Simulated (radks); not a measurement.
**K⁴⁺ in [He] 2s2 2p4 3s2 3p3 4p2: an all-electron calculation**

Wanted: eigenvalues, radial structure and energy terms of the potassium ion K4+.

Program: radks (a radial shooting solver on a logarithmic mesh, Libxc functionals) version 1. Level of theory: scalar-relativistic Kohn-Sham, LDA (Slater exchange, Perdew-Zunger correlation), spin-polarised, spherical densities, finite nucleus; open shells are filled with parallel spins first. These are calculated values, not measurements, unless marked.

## Step 1: Starting point

| Quantity | Value |
| --- | --- |
| element | potassium (Z = 19) |
| charge | +4 |
| electrons | 15 |
| configuration | [He] 2s2 2p4 3s2 3p3 4p2 |
| nuclear rms radius | 3.4349 fm |

The outer shells:

K⁴⁺
```
[He] core
2s [↑↓]
2p [↑↓][↑ ][↑ ]
3s [↑↓]
3p [↑ ][↑ ][↑ ]
4p [↑ ][↑ ][  ]
```

## Step 2: The run

The run's settings:

```text
Z 19
configuration [He] 2s2 2p4 3s2 3p3 4p2
relativity scalar-relativistic
functional lda,pz
spin polarised
nucleus finite rms 3.4349 fm
c 137.035999084
```

Run with:

```console
> python run_ks.py task.json out
```

The same process makes all the runs of this session.

Q: Predict the outcome of this run.

As calculated:

| quantity | value |
| --- | --- |
| total energy | -569.62285 hartree |
| exchange-correlation share of it | 4.77 % |
| −T/E | 1.0060 |
| highest occupied level | 4p up, -36.651 eV |
| most extended occupied level | 4p up, <r> = 2.51 bohr |
| radius at density 0.001 e/bohr³ | 3.96 bohr |
| maxima of the radial density | 3 |

What this shows: The radial density shows 3 maxima for 4 occupied principal shells; where shells overlap, one shows as a shoulder or not at all. −T/E is 1.006: with relativity the kinetic term as defined here no longer equals −E. This is not the tabulated ground configuration, so its levels and sizes aren't those of the ground state, and no measured value stands beside it.
